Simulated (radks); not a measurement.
**Ionising platinum step by step, Pt²⁰⁺ to Pt³⁹⁺**

An exercise on one series of results from a longer session: the logs are not shown, and one member is left open.

The numbers are computed with radks (a radial shooting solver on a logarithmic mesh, Libxc functionals) version 1 (Dirac Kohn-Sham, PBE, spin-unpolarised, spherical densities, finite nucleus; open shells fill j = l - 1/2 first), except any that are marked as measured or tabulated.

### Starting point

| Quantity | Value |
| --- | --- |
| element | platinum (Z = 78) |
| charges | 20 to 39 |
| first configuration | [Kr] 4d10 4f12 |
| last configuration | [Kr] 4d3 |

The first run:

Input:

```text
Z 78
configuration [Kr] 4d10 4f12 5s0 5p0
relativity Dirac
functional pbe,pbe
spin unpolarised
j_filling energy
nucleus finite rms 5.427 fm
c 137.035999084
```

Among the steps run: Pt²⁰⁺, [Kr] 4d10 4f12.

One table of the session follows, with a row left open; its other results are not shown here.

It belongs to the step «Pt²⁰⁺, [Kr] 4d10 4f12». From the orbitals of this run (lengths in bohr):

| level | <r> | outermost maximum (interpolated) | 90 % within | nodes |
| --- | --- | --- | --- | --- |
| 4p3/2 | 0.4442 | 0.416 | 0.642 | 2 |
| 4d3/2 | 0.4488 | 0.408 | 0.666 | 1 |
| 4d5/2 | ? | ? | ? | ? |
| 4f5/2 | 0.4642 | 0.371 | 0.724 | 0 |
| 4f7/2 | 0.4689 | 0.375 | 0.731 | 0 |
| 5s1/2 | 0.8261 | 0.804 | 1.15 | 4 |
| 5p1/2 | 0.8547 | 0.829 | 1.20 | 3 |
| 5p3/2 | 0.9027 | 0.882 | 1.26 | 3 |

Q: Estimate the row for 4d5/2 from the others.

As computed: <r>: 0.4586; outermost maximum (interpolated): 0.417; 90 % within: 0.679; nodes: 1. In the column «<r>» it lies between 4d3/2 (0.4488) and 4f5/2 (0.4642).

To keep in mind: Spin polarisation and multiplet splitting are left out, so open shells lie too high by an amount that depends on their filling.
